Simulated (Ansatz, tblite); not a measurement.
# AsH2(SiH3) (SiAsH₅): which spin state is lowest

Aim: set other spin states of AsH2(SiH3) (SiAsH₅) against its singlet, on many levels of theory.

Computed with Ansatz 0.2.0, Gaussian basis. Level: as each input shows.

The runs, in order: triplet, at the geometry of the singlet (GFN1-xTB, GFN2-xTB, PBE0-D4/def2-TZVP, PBE-D4/def2-TZVP, r2SCAN-D4/def2-TZVP); the singlet's energies come from earlier runs.

**1. The structure**

The singlet was relaxed beforehand with r2SCAN-D4/def2-TZVP.

7 atoms, charge 0, spin multiplicity 1.

Bond lengths: As1–H2 1.522 Å, As1–H3 1.522 Å, As1–Si4 2.368 Å, Si4–H5 1.485 Å, Si4–H6 1.485 Å, Si4–H7 1.485 Å. Angles: H2–As1–H3 91.9°, H2–As1–Si4 91.8°, H3–As1–Si4 91.9°, As1–Si4–H5 113.6°, As1–Si4–H6 108.2°, As1–Si4–H7 108.1°, H5–Si4–H6 109.0°, H5–Si4–H7 109.0°, H6–Si4–H7 108.8°.

**2. Triplet at the fixed geometry, GFN1-xTB**

Tight binding, by tblite at 300 K electronic temperature and without a spin-polarisation term:

```python
tblite.interface.Calculator('GFN1-xTB', numbers, positions, charge=0, uhf=2).singlepoint()
```

Energy -183.0399 eV; 0.003 s.

**3. Triplet at the fixed geometry, GFN2-xTB**

Tight binding, by tblite at 300 K electronic temperature and without a spin-polarisation term:

```python
tblite.interface.Calculator('GFN2-xTB', numbers, positions, charge=0, uhf=2).singlepoint()
```

Energy -175.7672 eV; 0.003 s.

**4. Triplet at the fixed geometry, PBE0-D4/def2-TZVP**

The input, in.yaml:

```yaml
crystal:
  periodic: [false, false, false]
  atoms:
    - {symbol: As, position_ang: [0.611343, 1.016001, 1.047915]}
    - {symbol: H, position_ang: [1.815703, 1.023101, 0.117909]}
    - {symbol: H, position_ang: [-0.097941, 2.077273, 0.219648]}
    - {symbol: Si, position_ang: [-0.413122, -0.735831, -0.172021]}
    - {symbol: H, position_ang: [-0.391992, -0.528717, -1.642053]}
    - {symbol: H, position_ang: [-1.822698, -0.852827, 0.280056]}
    - {symbol: H, position_ang: [0.298698, -1.999000, 0.148536]}
basis:
  gaussian: {orbitals: def2-TZVP}
magnetization: {spin_polarized: true, initial_magnetization: 2}
hamiltonian: {xc: pbe0, dispersion: d4}
scf: {omitted_lower_state_checks: [starts]}
output: {orbitals: {seedname: orbitals}}
```

Started as:

```
ansatz run in.yaml --threads 4 --pin off --events-out ev --progress --plain --max-ram 3916MiB
```

The log of the run:

```text
Functional definition: PBE0
  name "PBE0"
  cite "Adamo & Barone, J. Chem. Phys. 110, 6158 (1999) doi:10.1063/1.478522"
  cite "Perdew, Burke & Ernzerhof, Phys. Rev. Lett. 77, 3865 (1996) doi:10.1103/PhysRevLett.77.3865"
  parent pbe
  parameter a = 0.25
  parameter kappa = 0.804
  parameter beta = 0.06672455060314922
  exchange = (1 - a)*pbe_x(kappa = kappa, mu = beta*pi^2/3) + a*exact_x
  correlation = pbe_c(beta = beta)
these checks for a lower state are left out or cut short: starts
911 factors; their error is unknown
mean field evaluation 1: about -68782.4415 eV, gradient 1.4e1 eV
mean field evaluation 2: about -68782.2501 eV, gradient 1.7e1 eV
mean field evaluation 4: about -68783.9208 eV, gradient 8.7e-1 eV
mean field evaluation 8: about -68783.9364 eV, gradient 8.6e-2 eV
mean field evaluation 16: about -68784.2179 eV, gradient 1.1e-3 eV
mean field -68784.21793841 eV, -2527.7733856189 hartree, gradient 9.8e-6 eV, S^2 2.006061; 0 other end points of the search recorded, 0 dependent functions left out
reference -68784.21796983 eV, -2527.7733867738 hartree; 27, 25 occupied and 88, 90 virtual orbitals, 911 factors
Total energy: -68784.32308906 eV, -2527.7772498342 hartree
Checks for a lower state left out: starts
```

Run time: 2.1 s. Hardware: 4 threads of Arm Neoverse V2, shared host.

From the report: HOMO -2.30 eV, LUMO -5.44 eV (over both spins; with the spin held, an empty level of the minority spin lies below the top filled one); ⟨S²⟩ 2.006 (pure: 2.00).

**5. Triplet at the fixed geometry, PBE-D4/def2-TZVP**

start.molden holds the orbitals of an earlier run on this state, given as this run's starting guess.

in.yaml: that of step 4 with these lines changed.

```diff
@@ -11,5 +11,5 @@
 basis:
-  gaussian: {orbitals: def2-TZVP}
+  gaussian: {orbitals: def2-TZVP, initial_orbitals: start.molden}
 magnetization: {spin_polarized: true, initial_magnetization: 2}
-hamiltonian: {xc: pbe0, dispersion: d4}
+hamiltonian: {xc: pbe, dispersion: d4}
 scf: {omitted_lower_state_checks: [starts]}
```

The command is unchanged.

The log of the run:

```text
Functional definition: PBE
  name "PBE"
  cite "Perdew, Burke & Ernzerhof, Phys. Rev. Lett. 77, 3865 (1996) doi:10.1103/PhysRevLett.77.3865"
  parent pbe
  parameter kappa = 0.804
  parameter beta = 0.06672455060314922
  exchange = pbe_x(kappa = kappa, mu = beta*pi^2/3)
  correlation = pbe_c(beta = beta)
these checks for a lower state are left out or cut short: starts
845 factors; their error is unknown
mean field evaluation 1: about -68781.5168 eV, gradient 7.1e0 eV
mean field evaluation 2: about -68781.6026 eV, gradient 1.4e-1 eV
mean field evaluation 4: about -68781.5926 eV, gradient 6.2e-3 eV
mean field evaluation 8: about -68781.5926 eV, gradient 4.4e-5 eV
mean field -68781.59258976 eV, -2527.6769058358 hartree, gradient 6.9e-6 eV, S^2 2.004521; 0 other end points of the search recorded, 0 dependent functions left out
reference -68781.59263148 eV, -2527.6769073689 hartree; 27, 25 occupied and 88, 90 virtual orbitals, 845 factors
Total energy: -68781.71768749 eV, -2527.6815030925 hartree
Checks for a lower state left out: starts
```

It took 1.2 s on 4 threads of Arm Neoverse V2, shared host.

HOMO -1.54 eV, LUMO -6.43 eV (over both spins; with the spin held, an empty level of the minority spin lies below the top filled one); ⟨S²⟩ 2.005 (pure: 2.00).

**6. Triplet at the fixed geometry, r2SCAN-D4/def2-TZVP**

in.yaml: that of step 5 with these lines changed.

```diff
@@ -13,3 +13,3 @@
 magnetization: {spin_polarized: true, initial_magnetization: 2}
-hamiltonian: {xc: pbe, dispersion: d4}
+hamiltonian: {xc: r2scan, dispersion: d4}
 scf: {omitted_lower_state_checks: [starts]}
```

Launched as before.

The log of the run:

```text
Functional definition: r2SCAN
  name "r2SCAN"
  cite "Furness, Kaplan, Ning, Perdew & Sun, J. Phys. Chem. Lett. 11, 8208 (2020) doi:10.1021/acs.jpclett.0c02405"
  cite "Furness, Kaplan, Ning, Perdew & Sun, J. Phys. Chem. Lett. 11, 9248 (2020) doi:10.1021/acs.jpclett.0c03077"
  parent r2scan
  parameter k0 = 0.174
  parameter k1 = 0.065
  parameter a1 = 4.9479
  exchange = r2scan_x(k0 = k0, k1 = k1, a1 = a1)
  correlation = r2scan_c
these checks for a lower state are left out or cut short: starts
845 factors; their error is unknown
mean field evaluation 1: about -68793.9981 eV, gradient 5.2e0 eV
mean field evaluation 2: about -68794.0368 eV, gradient 6.4e-2 eV
mean field evaluation 4: about -68794.0271 eV, gradient 4.9e-3 eV
mean field evaluation 8: about -68794.0271 eV, gradient 4.0e-5 eV
mean field -68794.02705960 eV, -2528.1338641740 hartree, gradient 1.1e-5 eV, S^2 2.008558; 0 other end points of the search recorded, 0 dependent functions left out
reference -68794.02707401 eV, -2528.1338647034 hartree; 27, 25 occupied and 88, 90 virtual orbitals, 845 factors
Total energy: -68794.05498134 eV, -2528.1348902790 hartree
Checks for a lower state left out: starts
```

Run time: 3.2 s. Hardware: 4 threads of Arm Neoverse V2, shared host.

From the report: HOMO -1.67 eV, LUMO -6.13 eV (over both spins; with the spin held, an empty level of the minority spin lies below the top filled one); ⟨S²⟩ 2.009 (pure: 2.00).

**7. Triplet less singlet, vertical**

The singlet's energies are those of its earlier runs, whose logs aren't repeated here.

| level | triplet less singlet, vertical (kcal/mol) | time |
| --- | --- | --- |
| GFN1-xTB | +116.8 | 0.006 s |
| GFN2-xTB | +112.5 | 0.005 s |
| PBE-D4/def2-TZVP | +125.1 | 1.9 s |
| r2SCAN-D4/def2-TZVP | +126.8 | 4.3 s |
| PBE0-D4/def2-TZVP | +127.2 | 3 s |

Times add the two runs; a level without a time comes out of a correlated run. Tight binding without a spin term can't rank spin states.

**8. Summary of results**

| quantity | value |
| --- | --- |
| triplet less singlet, vertical, functionals in def2-TZVP | +125.1 (PBE-D4) to +127.2 kcal/mol (PBE0-D4) |

What this shows: All functionals put the triplet above the singlet, over a spread of 2.1 kcal/mol. The checks for a lower triplet were left out, so another state of that spin may lie lower. These are electronic energies, without zero-point motion, entropy or surroundings.
